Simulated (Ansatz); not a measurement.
# TiRh: a run for elastic constants

The task is a run for elastic constants on TiRh. The structure is shown as the input types it.

Program: Ansatz 0.2.0. Level of theory: DFT, PBEsol, PAW with Ansatz's default frozen-core files, scalar-relativistic; elastic constants from stresses of strained cells. These are calculated values, not measurements.

3 further runs of the same task are left out: 2 that didn't finish, 1 set aside as unsound or not needed.

**1. The starting structure**

Symmetry: P4/mmm, No. 123, tetragonal system. The conventional cell has a = 2.813 Å, b = 2.813 Å, c = 3.263 Å, α = 90.00°, β = 90.00°, γ = 90.00°. Ti (site symmetry 4/mmm) has 8 Rh at 2.57 Å and 4 Ti at 2.81 Å as nearest neighbours. Around Rh (site symmetry 4/mmm) lie 8 Ti at 2.57 Å and 4 Rh at 2.81 Å.

Structure file:

```
CELL_PARAMETERS angstrom
2.81293 0.00000 0.00000
0.00000 2.81293 0.00000
0.00000 0.00000 3.26273
ATOMIC_POSITIONS crystal
Ti 0.50000 0.50000 0.50000
Rh 0.00000 0.00000 0.00000
```

**2. The calculation**

Contents of input.yaml:

```yaml
crystal:
  lattice:
    - [2.81293109151, 0.0, 0.0]
    - [0.0, 2.81293109151, 0.0]
    - [0.0, 0.0, 3.26273172]
  atoms:
    - { symbol: Ti, position: [0.5, 0.5, 0.5] }
    - { symbol: Rh, position: [0.0, 0.0, 0.0] }
kpoints:
  mp_grid: { grid: [16, 16, 14] }
scf:
  occupations: { method: fermi_dirac, width: 0.1 }
  max_iter: 60
hamiltonian:
  xc: pbesol
  pseudopotentials: { kind: paw }
elastic:
  mode: relaxed_ion
  stencil: two_point
  amplitude: 0.005
basis:
  ecutwfc: "120 eV"
```

On the command line:

```console
$ ansatz run input.yaml --threads 1 --pin off --max-ram 2560MiB --backend cpu --events-out ev --progress --plain --runs-dir out
```

Q: Will this input give a usable result? If not, why, and what should change?

The run converged and reported no error, with warnings (cutoff below recommended, elastic members on another state). It gives a pressure of 237 GPa, which is large; a structure far from rest gives such values too, whatever the setting.

The suspect setting: basis.ecutwfc is 120 eV. With so few plane waves the basis is incomplete by a wide margin. The potentials' recommended cutoff is 420 eV.

To check: delete basis.ecutwfc (the default then holds).
